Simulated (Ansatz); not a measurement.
# The cluster Ga8Sb8: one state, many levels

The task here is to estimate one member of a computed series from the others.

Method: as each input shows; program: Ansatz 0.2.0, Gaussian basis.

Plan: PBE-D4/def2-SVP, r2SCAN-D4/def2-SVP, BHLYP-D4/def2-SVP, PBE0-D4/def2-TZVP, PBE-D4/def2-TZVP, MP2/def2-SVP, RPA/def2-SVP.

4 further runs of the same task are left out: 1 that didn't finish, 3 set aside as unsound or not needed.

### The relaxed structure

The singlet was relaxed beforehand with PBE-D4/def2-SVP. At that level it is the lowest of the isomers that a small search found.

16 atoms, charge 0, spin multiplicity 1.

Atoms are counted from 1 here; the program's logs count them from 0.

Bond lengths: Ga1–Ga2 2.812 Å, Ga1–Sb14 3.073 Å, Ga1–Sb15 3.042 Å, Ga2–Ga6 2.889 Å, Ga2–Sb14 3.042 Å, Ga2–Sb16 2.963 Å, Ga3–Ga4 2.797 Å, Ga3–Ga8 2.770 Å, Ga3–Sb11 3.013 Å, Ga3–Sb13 2.829 Å, Ga4–Ga6 2.836 Å, Ga5–Ga6 2.579 Å, Ga5–Sb9 2.703 Å, Ga5–Sb10 2.744 Å, Ga5–Sb13 2.709 Å, Ga6–Ga8 2.696 Å, Ga6–Sb12 2.707 Å and more. Angles: Ga2–Ga1–Sb14 62.1°, Ga2–Ga1–Sb15 114.3°, Sb14–Ga1–Sb15 107.8°, Ga1–Ga2–Ga6 94.2°, Ga1–Ga2–Sb14 63.2°, Ga1–Ga2–Sb16 148.8°, Ga6–Ga2–Sb14 54.1°, Ga6–Ga2–Sb16 56.5°, Sb14–Ga2–Sb16 100.9°, Ga4–Ga3–Ga8 84.9°, Ga4–Ga3–Sb11 131.6°, Ga4–Ga3–Sb13 165.4°, Ga8–Ga3–Sb11 57.0°, Ga8–Ga3–Sb13 95.2° and more.

Sb takes a core potential in the def2 sets. No spin-orbit coupling is included.

PBE0-D4/def2-SVP was run before; its log isn't repeated, and its numbers join the tables.

Set-up of the first run:

start.molden holds the orbitals of an earlier run on this state, given as this run's starting guess.

The input, in.yaml:

```yaml
crystal:
  periodic: [false, false, false]
  atoms:
    - {symbol: Ga, position_ang: [-0.317385, 3.308691, -0.264215]}
    - {symbol: Ga, position_ang: [-1.263408, 1.797167, 1.909785]}
    - {symbol: Ga, position_ang: [-3.447180, -0.858257, -2.402173]}
    - {symbol: Ga, position_ang: [-5.446039, 0.511157, -1.004347]}
    - {symbol: Ga, position_ang: [-1.128495, -1.449472, -0.673733]}
    - {symbol: Ga, position_ang: [-2.948169, 0.110836, 0.277006]}
    - {symbol: Ga, position_ang: [1.397376, -1.360834, -2.425467]}
    - {symbol: Ga, position_ang: [-1.886299, 1.365261, -1.860241]}
    - {symbol: Sb, position_ang: [-2.182476, -3.033761, 1.245886]}
    - {symbol: Sb, position_ang: [0.850016, 0.328154, -0.000518]}
    - {symbol: Sb, position_ang: [-1.272201, 0.111295, -4.248565]}
    - {symbol: Sb, position_ang: [-4.778975, -1.649260, 1.212866]}
    - {symbol: Sb, position_ang: [-1.280484, -2.510680, -3.161883]}
    - {symbol: Sb, position_ang: [-3.336198, 2.759283, -0.098459]}
    - {symbol: Sb, position_ang: [0.808346, 1.645335, -2.549430]}
    - {symbol: Sb, position_ang: [-2.558428, -0.674115, 2.907786]}
basis:
  gaussian: {orbitals: def2-SVP, fitting: {mean_field: def2-universal-jkfit}, initial_orbitals: start.molden}
hamiltonian: {xc: pbe, dispersion: d4}
scf: {omitted_lower_state_checks: [starts]}
output: {forces: true, orbitals: {seedname: orbitals}}
```

The run is started by

```bash
ansatz run in.yaml --threads 2 --pin off --events-out ev --progress --plain --max-ram 32768MiB --backend cuda --devices 0, --max-vram 18GiB
```

Among the steps run: PBE-D4/def2-SVP; r2SCAN-D4/def2-SVP; BHLYP-D4/def2-SVP; PBE0-D4/def2-TZVP; PBE-D4/def2-TZVP; MP2/def2-SVP; RPA/def2-SVP.

One table of the session follows, with a row left open; its other results are not shown here.

It belongs to the step «Binding energy». 

| level | binding an atom (eV) |
| --- | --- |
| HF/def2-SVP | 0.732 |
| PBE-D4/def2-SVP | 2.597 |
| PBE-D4/def2-TZVP | 2.615 |
| r2SCAN-D4/def2-SVP | 2.379 |
| PBE0-D4/def2-SVP | 2.447 |
| PBE0-D4/def2-TZVP | ? |
| BHLYP-D4/def2-SVP | 2.228 |
| RPA/def2-SVP | 1.946 |
| MP2/def2-SVP | 2.262 |

**Question.** Estimate the row for PBE0-D4/def2-TZVP.

As computed: binding an atom (eV): 2.476. In the column «binding an atom (eV)» it lies between PBE0-D4/def2-SVP (2.447) and PBE-D4/def2-SVP (2.597).

To keep in mind: Free atoms were run apart at each level; binding is atoms less cluster, divided by the number of atoms, without zero-point or spin-orbit terms.
